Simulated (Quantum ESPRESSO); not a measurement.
Crystal: TiSi2.

```
Ti Si
1.0
     0.00000    4.11752    4.26290
     2.38951    0.00000    4.26290
     2.38951    4.11752    0.00000
Ti Si
2 4
Direct
  0.75000 0.75000 0.75000
  0.50000 0.50000 0.50000
  0.41257 0.08743 0.41257
  0.08743 0.41257 0.08743
  0.16257 0.83743 0.16257
  0.83743 0.16257 0.83743
```

The cell is a database's computed one.

Base run:

```yaml
Program: Quantum ESPRESSO 7.5
Functional: LDA
Potentials_or_basis: GBRV 1.5 LDA
Cutoff: 612 eV
Density_cutoff: 4898 eV
k_mesh: 7 × 7 × 7
Occupations: fermi-dirac, width 0.05 eV
Spin: no spin polarisation
```

Its results: band gap on the k mesh none (metal or under the smearing width); pressure -5.1 GPa; largest force 0.063 eV/Å.

Question: The run is repeated on the same cell with these changes: functional from LDA to r2SCAN; potentials or basis from GBRV 1.5 LDA to SG15 PBE 1.2; cutoff from 612 eV to 952 eV; density cutoff from 4898 eV to 3810 eV. What comes out?

Answer: Band gap on the k mesh none (metal or under the smearing width); pressure 0.8 GPa; largest force 0.005 eV/Å.

Caveats: some levels on the path didn't converge; the potentials were made for another functional, which shifts forces and pressure (some runs).
